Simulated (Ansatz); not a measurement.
# P: the cost of one run

Program: Ansatz 0.2.0. Level of theory: DFT PBE+D3(BJ), scalar-relativistic, plane waves, PAW, and further levels as typed in the inputs. These are calculated values, not measurements.

2 further runs of the same task are left out: 2 that didn't finish.

## Step 1: The structure to begin with

Symmetry: Pbcm, No. 57, orthorhombic system. Conventional cell: a = 33.848 Å, b = 4.376 Å, c = 3.314 Å, α = 90.00°, β = 90.00°, γ = 90.00°. P (site symmetry m) is surrounded by 3 P at 2.22 to 2.24 Å.

As a file:

```
CELL_PARAMETERS angstrom
3.31360 0.00000 0.00000
0.00000 4.37630 0.00000
0.00000 0.00000 33.84781
ATOMIC_POSITIONS crystal
P 0.00000 0.08056 0.29930
P 0.00000 0.91944 0.23635
P 0.50000 0.58056 0.23635
P 0.50000 0.41944 0.29930
P 0.50000 0.08056 0.45409
P 0.50000 0.91944 0.39113
P 0.00000 0.58056 0.39113
P 0.00000 0.41944 0.45409
P 0.00000 0.08056 0.60887
P 0.00000 0.91944 0.54591
P 0.50000 0.58056 0.54591
P 0.50000 0.41944 0.60887
P 0.50000 0.08056 0.76365
P 0.50000 0.91944 0.70070
P 0.00000 0.58056 0.70070
P 0.00000 0.41944 0.76365
```

## Step 2: Relaxing the atoms: P16 sheet, no spin

Input file input.yaml:

```yaml
crystal:
  lattice:
    - [3.3136, 0.0, 0.0]
    - [0.0, 4.3763, 0.0]
    - [0.0, 0.0, 33.84780608]
  atoms:
    - { symbol: P, position: [0.0, 0.08056, 0.2993046597] }
    - { symbol: P, position: [0.0, 0.91944, 0.2363520986] }
    - { symbol: P, position: [0.5, 0.58056, 0.2363520986] }
    - { symbol: P, position: [0.5, 0.41944, 0.2993046597] }
    - { symbol: P, position: [0.5, 0.08056, 0.4540857403] }
    - { symbol: P, position: [0.5, 0.91944, 0.3911331792] }
    - { symbol: P, position: [0.0, 0.58056, 0.3911331792] }
    - { symbol: P, position: [0.0, 0.41944, 0.4540857403] }
    - { symbol: P, position: [0.0, 0.08056, 0.6088668208] }
    - { symbol: P, position: [0.0, 0.91944, 0.5459142597] }
    - { symbol: P, position: [0.5, 0.58056, 0.5459142597] }
    - { symbol: P, position: [0.5, 0.41944, 0.6088668208] }
    - { symbol: P, position: [0.5, 0.08056, 0.7636479014] }
    - { symbol: P, position: [0.5, 0.91944, 0.7006953403] }
    - { symbol: P, position: [0.0, 0.58056, 0.7006953403] }
    - { symbol: P, position: [0.0, 0.41944, 0.7636479014] }
  periodic: [true, true, false]
scf:
  occupations: { method: gaussian, width: 0.02 }
  n_extra_bands: 6
output:
  forces: true
  stress: false
  write_density: true
  write_potential: true
  elf: true
  volumetric_format: npy
kpoints:
  mp_grid: { grid: [12, 9, 1] }
hamiltonian:
  xc: pbe
  dispersion: d3bj
relax:
  f_tol: 0.004
  max_steps: 100
```

Launch:

```console
ansatz run input.yaml --threads 8 --pin off --max-ram 30720MiB --backend cpu --events-out ev --progress --plain --runs-dir out
```

Q: Estimate wall time and peak memory on 8 threads of Intel Xeon Platinum 8259CL at 2.50GHz (Skylake/Cascade Lake), shared host.

About 3.1 min, with a peak of 2.9 GiB.
